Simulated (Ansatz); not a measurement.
# Pd (Palladium): the cost of one run

All numbers are computed with Ansatz 0.2.0, driven from Python. Level of theory: DFT PBEsol, all-electron LAPW.

## (1) Starting point

It takes space group Fm-3m (No. 225, cubic). The conventional cell has a = 3.893 Å, b = 3.893 Å, c = 3.893 Å, α = 90.00°, β = 90.00°, γ = 90.00°. Around Pd (site symmetry m-3m) lie 12 Pd at 2.75 Å.

No structure file is read: the coordinates are typed or built in the script.

## (2) The code

eos_lapw_pd.py

```python
"""All-electron equation of state of Pd."""

import warnings

import ansatz
from ase.eos import EquationOfState
from ase.units import GPa
import numpy as np

XC = "PBEsol"
FILLING = "Marzari-Vanderbilt"
KGRID = (10, 10, 10)

vectors0 = np.array([
    [0.0, 1.9465, 1.9465],
    [1.9465, 0.0, 1.9465],
    [1.9465, 1.9465, 0.0],
])
sites = [
    ("Pd", (0.0, 0.0, 0.0)),
]


def build(cell):
    crystal = ansatz.Crystal(lattice=ansatz.Lattice.of(cell))
    for symbol, position in sites:
        crystal = crystal.atom(symbol, position)
    return crystal

warnings.simplefilter("ignore", ansatz.DeckWarning)

volumes, energies = [], []
for scale in np.linspace(0.94, 1.06, 7):
    cell = vectors0 * scale ** (1 / 3)
    calculation = (
        build(cell).calculation()
        .functional(XC)
        .occupations(FILLING, width=150 * ansatz.meV)
        .kpoints(*KGRID)
        .pseudopotentials("all_electron", lapw=True)
    )
    rep = calculation.run(threads=1, backend="cpu").report
    volumes.append(abs(np.linalg.det(cell)) / len(sites))
    energies.append(rep["free_energy_ev"] / len(sites))
    print(f"{scale:.3f} {volumes[-1]:9.4f} A^3/atom {energies[-1]:16.5f} eV/atom  +- {1000 * rep['lapw_basis_errors']['total_ev_per_atom']:.2f} meV")
v0, e0, bulk = EquationOfState(volumes, energies, eos="birchmurnaghan").fit()
print(f"V0 = {v0:.4f} A^3/atom, B0 = {bulk / GPa:.1f} GPa")
```

## (3) The input behind the calls

The package turns the script's settings into the engine's input (first run):

```yaml
crystal:
  lattice:
    - [0.0, 1.9067643606148403, 1.9067643606148403]
    - [1.9067643606148403, 0.0, 1.9067643606148403]
    - [1.9067643606148403, 1.9067643606148403, 0.0]
  atoms:
    - { symbol: Pd, position: [0.0, 0.0, 0.0] }
kpoints:
  mp_grid:
    grid: [10, 10, 10]
hamiltonian:
  xc: pbesol
  pseudopotentials:
    kind: all_electron
    lapw: {}
scf:
  occupations:
    method: cold
    width: 0.15
```

## (4) The run

Started as:

```console
$ python eos_lapw_pd.py
```

Q: Estimate wall time and peak memory on 1 thread of Intel Xeon 6975P-C (Granite Rapids), shared host.

About 27 s, with a peak of 0.37 GiB.
